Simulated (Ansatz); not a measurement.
# CH₈OSSi₂: a ladder of functionals and wavefunction methods

An exercise on one series of results from a longer session: the logs are not shown, and one member is left open.

Program: Ansatz 0.2.0, Gaussian basis. Level of theory: functionals in def2-TZVPP, the program's frozen cores in correlated methods. These are calculated values, not measurements.

Levels to be run: PBE-D4, r2SCAN-D4, PBE0-D4, B3LYP-D4, ωB97X-V, ωB97M-V, B2PLYP; CCSD(T)/def2-TZVPP; MP2/def2-QZVPP; extrapolation to the limit.

**Structure used throughout**

An earlier PBE0-D4 in a triple-zeta def2 set relaxation fixed the geometry.

SMILES `CO[SiH2]S[SiH3]`, 13 atoms, charge 0, spin multiplicity 1.

Atoms are counted from 1 here; the program's logs count them from 0.

Bond lengths: C1–O2 1.410 Å, C1–H6 1.095 Å, C1–H7 1.096 Å, C1–H8 1.091 Å, O2–Si3 1.640 Å, Si3–S4 2.119 Å, Si3–H9 1.485 Å, Si3–H10 1.488 Å, S4–Si5 2.143 Å, Si5–H11 1.482 Å, Si5–H12 1.486 Å, Si5–H13 1.484 Å. Angles: O2–C1–H6 111.0°, O2–C1–H7 111.7°, O2–C1–H8 108.2°, H6–C1–H7 108.7°, H6–C1–H8 108.6°, H7–C1–H8 108.6°, C1–O2–Si3 123.6°, O2–Si3–S4 107.9°, O2–Si3–H9 112.6°, O2–Si3–H10 108.2°, S4–Si3–H9 106.6°, S4–Si3–H10 111.7°, H9–Si3–H10 109.8°, Si3–S4–Si5 96.1°, S4–Si5–H11 111.6°, S4–Si5–H12 109.9°, S4–Si5–H13 106.4°, H11–Si5–H12 109.6° and more.

The first run:

Input file in.yaml:

```yaml
crystal:
  periodic: [false, false, false]
  atoms:
    - {symbol: C, position_ang: [-2.079400, -0.527984, -0.134974]}
    - {symbol: O, position_ang: [-1.005219, 0.374783, 0.007495]}
    - {symbol: Si, position_ang: [0.089642, 0.675321, -1.175992]}
    - {symbol: S, position_ang: [1.805142, 1.533120, -0.275327]}
    - {symbol: Si, position_ang: [2.019053, 0.054519, 1.260531]}
    - {symbol: H, position_ang: [-2.893897, -0.081547, -0.714731]}
    - {symbol: H, position_ang: [-1.765609, -1.456019, -0.626818]}
    - {symbol: H, position_ang: [-2.453907, -0.771059, 0.860502]}
    - {symbol: H, position_ang: [-0.402453, 1.660003, -2.172743]}
    - {symbol: H, position_ang: [0.408492, -0.610848, -1.853368]}
    - {symbol: H, position_ang: [1.167707, 0.361209, 2.433924]}
    - {symbol: H, position_ang: [1.664510, -1.285427, 0.725130]}
    - {symbol: H, position_ang: [3.445961, 0.073919, 1.666371]}
basis:
  gaussian: {orbitals: def2-TZVPP}
hamiltonian: {xc: pbe, dispersion: d4}
output: {forces: true, orbitals: {seedname: orbitals}}
```

The run is started by

```sh
ansatz run in.yaml --threads 2 --pin off --events-out ev --progress --plain --max-ram 32768MiB --backend cuda --devices 0, --max-vram 18GiB
```

Among the steps run: PBE-D4 (GGA); r2SCAN-D4 (meta-GGA); PBE0-D4 (hybrid); B3LYP-D4 (hybrid); ωB97X-V (range-separated); ωB97M-V (range-separated); B2PLYP (double hybrid); CCSD(T) in def2-TZVPP; MP2 in def2-QZVPP.

One table of the session follows, with a row left open; its other results are not shown here.

```
            method  atomisation energy (eV)
            PBE-D4                   45.766
         r2SCAN-D4                   45.745
           PBE0-D4                   45.335
          B3LYP-D4                   45.579
           ωB97X-V                   46.007
           ωB97M-V                   45.866
            B2PLYP                   45.023
     HF/def2-TZVPP                   33.919
    MP2/def2-TZVPP                   44.865
   CCSD/def2-TZVPP                   43.964
CCSD(T)/def2-TZVPP                        ?
           MP2/CBS                   46.140
       CCSD(T)/CBS                   45.802
```

**Question.** Estimate the row for CCSD(T)/def2-TZVPP.

**Answer.** atomisation energy (eV): 44.526. In the column «atomisation energy (eV)» it lies between CCSD/def2-TZVPP (43.964) and MP2/def2-TZVPP (44.865).
